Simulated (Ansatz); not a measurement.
From input file to script: CH6AlFGe, SMILES [F][AlH][CH2][GeH3] in Ansatz 0.2.0.

```yaml
crystal:
  periodic: [false, false, false]
  atoms:
    - { symbol: F, position_ang: [-1.473, 0.7662, 2.7459] }
    - { symbol: Al, position_ang: [-1.4415, 0.368, 0.9892] }
    - { symbol: C, position_ang: [0.148, 0.8297, -0.0889] }
    - { symbol: Ge, position_ang: [1.0517, -0.7926, -0.7741] }
    - { symbol: H, position_ang: [-2.6497, -0.4102, 0.282] }
    - { symbol: H, position_ang: [-0.1063, 1.504, -0.9204] }
    - { symbol: H, position_ang: [0.9411, 1.3535, 0.576] }
    - { symbol: H, position_ang: [-0.0103, -1.5179, -1.6792] }
    - { symbol: H, position_ang: [1.3853, -1.7073, 0.4512] }
    - { symbol: H, position_ang: [2.2378, -0.4446, -1.5787] }
basis:
  gaussian: { orbitals: def2-SVPD }
hamiltonian:
  xc: pbe0
```

Launched from the shell:
```console
$ ansatz run input.yaml --threads 1 --pin off --max-ram 4096MiB --backend cpu --events-out ev --progress --plain --runs-dir out
Engine: ansatz 0.2.0, aarch64-unknown-linux-gnu
Functional definition: PBE0
  parameter a = 0.25
  parameter kappa = 0.804
  parameter beta = 0.06672455060314922
  exchange = (1 - a)*pbe_x(kappa = kappa, mu = beta*pi^2/3) + a*exact_x
  correlation = pbe_c(beta = beta)
1427 factors; their error is unknown
mean field evaluation 1: about -66935.4342 eV, gradient 5.7e1 eV
mean field evaluation 2: about -66926.2256 eV, gradient 8.8e1 eV
mean field evaluation 4: about -66942.0444 eV, gradient 4.8e0 eV
mean field evaluation 8: about -66942.0956 eV, gradient 3.6e-2 eV
mean field evaluation 16: about -66942.3444 eV, gradient 3.2e-5 eV
mean field -66942.34441169 eV, -2460.0857819789 hartree, gradient 3.2e-5 eV, S^2 0.000000; 0 other end points of the search recorded, 0 dependent functions left out
reference -66942.34445488 eV, -2460.0857835662 hartree; 33, 33 occupied and 120, 120 virtual orbitals, 1427 factors
Total energy: -66942.34445488 eV, -2460.0857835662 hartree
```

`run_energy.py`:
```python
"""Electronic structure of the CH6AlFGe molecule."""

from dataclasses import dataclass
import json

import ansatz as az


@dataclass
class Options:
    basis: str = "def2-SVPD"
    functional: str = "pbe0"


settings = Options()

geometry_ang = [
    ("F", [-1.473, 0.7662, 2.7459]),
    ("Al", [-1.4415, 0.368, 0.9892]),
    ("C", [0.148, 0.8297, -0.0889]),
    ("Ge", [1.0517, -0.7926, -0.7741]),
    ("H", [-2.6497, -0.4102, 0.282]),
    ("H", [-0.1063, 1.504, -0.9204]),
    ("H", [0.9411, 1.3535, 0.576]),
    ("H", [-0.0103, -1.5179, -1.6792]),
    ("H", [1.3853, -1.7073, 0.4512]),
    ("H", [2.2378, -0.4446, -1.5787]),
]
ch6alfge = az.Crystal.molecule()
for symbol, xyz in geometry_ang:
    ch6alfge = ch6alfge.atom(symbol, xyz)

calculation = ch6alfge.calculation().basis(gaussian=settings.basis).functional(settings.functional)
done = calculation.run(threads=1)
rep = done.report

print("reference energy %16.6f eV" % rep["reference_energy_ev"])
print("total energy     %16.6f eV" % rep["free_energy_ev"])
print("occupied (up, down):", rep["n_occupied"], " virtual:", rep["n_virtual"], " frozen:", rep["n_frozen"])

field = rep["mean_field"]
print("<S^2> =", round(abs(field["state"]["spin_squared"]), 4), " relativity:", field["relativity"])
print("passes:", field["passes"])
if "symmetry" in field:
    print("occupied orbitals by irrep:", field["symmetry"]["occupied"])
with open("ch6alfge.json", "w") as handle:
    json.dump({k: rep[k] for k in ("free_energy_ev", "reference_energy_ev", "n_occupied", "n_virtual")}, handle, indent=1)
```

`python run_energy.py` gives:
```text
reference energy    -66942.344455 eV
total energy        -66942.344455 eV
occupied (up, down): [33, 33]  virtual: [120, 120]  frozen: 0
<S^2> = 0.0  relativity: none
passes: {'evaluations': 14, 'products': 12}
occupied orbitals by irrep: [{'A': 33}, {'A': 33}]
```

Caveats:
- These settings explore the input space; basis and method may be short of convergence.
- The geometry is a force-field or estimated start, not a minimum of this method, and the basis set is short of its limit.
- Hardware and time: 6.6 s on 1 thread of Arm Neoverse V1, with other jobs on the host, peak memory 0.38 GiB.

(Lines on the test bed's own set-up are left out of the output.)
